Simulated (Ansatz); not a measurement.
# Sr2CaZnC6N6: the cost of one run

Method: DFT PBE, scalar-relativistic, plane waves, PAW, in Ansatz 0.2.0.

### 1 The structure to begin with

It takes space group Fm-3m (No. 225, cubic). The conventional cell has a = 10.567 Å, b = 10.567 Å, c = 10.567 Å, α = 90.00°, β = 90.00°, γ = 90.00°. Sr (site symmetry -43m) has 12 C at 3.77 Å and 12 N at 3.79 Å in its first shell of neighbours. Ca (site symmetry m-3m) is surrounded by 6 C at 2.11 Å. Around Zn (site symmetry m-3m) lie 6 N at 2.01 Å. C (site symmetry 4mm) is surrounded by 1 N at 1.17 Å. N (site symmetry 4mm) has 1 C at 1.17 Å and 1 Zn at 2.01 Å in its first shell of neighbours.

Coordinates:

```cif
data_structure
_symmetry_space_group_name_H-M 'Fm-3m'
_symmetry_Int_Tables_number 225
_cell_length_a 10.5670
_cell_length_b 10.5670
_cell_length_c 10.5670
_cell_angle_alpha 90.000
_cell_angle_beta 90.000
_cell_angle_gamma 90.000
_cell_volume 1179.93
loop_
_atom_site_label
_atom_site_type_symbol
_atom_site_symmetry_multiplicity
_atom_site_Wyckoff_symbol
_atom_site_fract_x
_atom_site_fract_y
_atom_site_fract_z
_atom_site_occupancy
Sr1 Sr 8 c 0.25000 0.75000 0.75000 1
Ca1 Ca 4 a 0.00000 0.00000 0.00000 1
Zn1 Zn 4 b 0.50000 0.00000 0.00000 1
C1 C 24 e 0.19930 0.00000 0.00000 1
N1 N 24 e 0.31002 0.00000 0.00000 1
```

A structure generator made this guess: cyanide-bridged rock-salt net of two metals, 2 guest cations a cell (Fm-3m, No. 225). Lengths come from tabulated atomic sizes and are only a guess.

### 2 The guess as it stands, on a coarse mesh

Contents of input.yaml:

```yaml
crystal:
  lattice:
    - [0.0, 5.2835, 5.2835]
    - [5.2835, 0.0, 5.2835]
    - [5.2835, 5.2835, 0.0]
  atoms:
    - { symbol: Sr, position: [0.25, 0.25, 0.25] }
    - { symbol: Sr, position: [0.75, 0.75, 0.75] }
    - { symbol: Ca, position: [0.0, 0.0, 0.0] }
    - { symbol: Zn, position: [0.5, 0.5, 0.5] }
    - { symbol: C, position: [0.80070029, 0.19929971, 0.19929971] }
    - { symbol: C, position: [0.19929971, 0.80070029, 0.19929971] }
    - { symbol: C, position: [0.19929971, 0.19929971, 0.80070029] }
    - { symbol: C, position: [0.19929971, 0.80070029, 0.80070029] }
    - { symbol: C, position: [0.80070029, 0.19929971, 0.80070029] }
    - { symbol: C, position: [0.80070029, 0.80070029, 0.19929971] }
    - { symbol: "N", position: [0.68997823, 0.31002177, 0.31002177] }
    - { symbol: "N", position: [0.31002177, 0.68997823, 0.31002177] }
    - { symbol: "N", position: [0.31002177, 0.31002177, 0.68997823] }
    - { symbol: "N", position: [0.31002177, 0.68997823, 0.68997823] }
    - { symbol: "N", position: [0.68997823, 0.31002177, 0.68997823] }
    - { symbol: "N", position: [0.68997823, 0.68997823, 0.31002177] }
basis:
  ecutwfc: 420
kpoints:
  mp_grid: { grid: [4, 4, 4] }
hamiltonian:
  xc: pbe
scf:
  occupations: { method: gaussian, width: 0.1 }
  lower_state_search: "off"
output:
  forces: true
  stress: true
  eigenvalues: true
```

Started as:

```console
$ ansatz run input.yaml --threads 1 --pin off --max-ram 2560MiB --backend cpu --events-out ev --progress --plain --runs-dir out
```

**Question.** How long does this run take on 1 thread of Arm Neoverse N1, shared host, and how much memory does it need?

About 25 s, with a peak of 0.56 GiB.
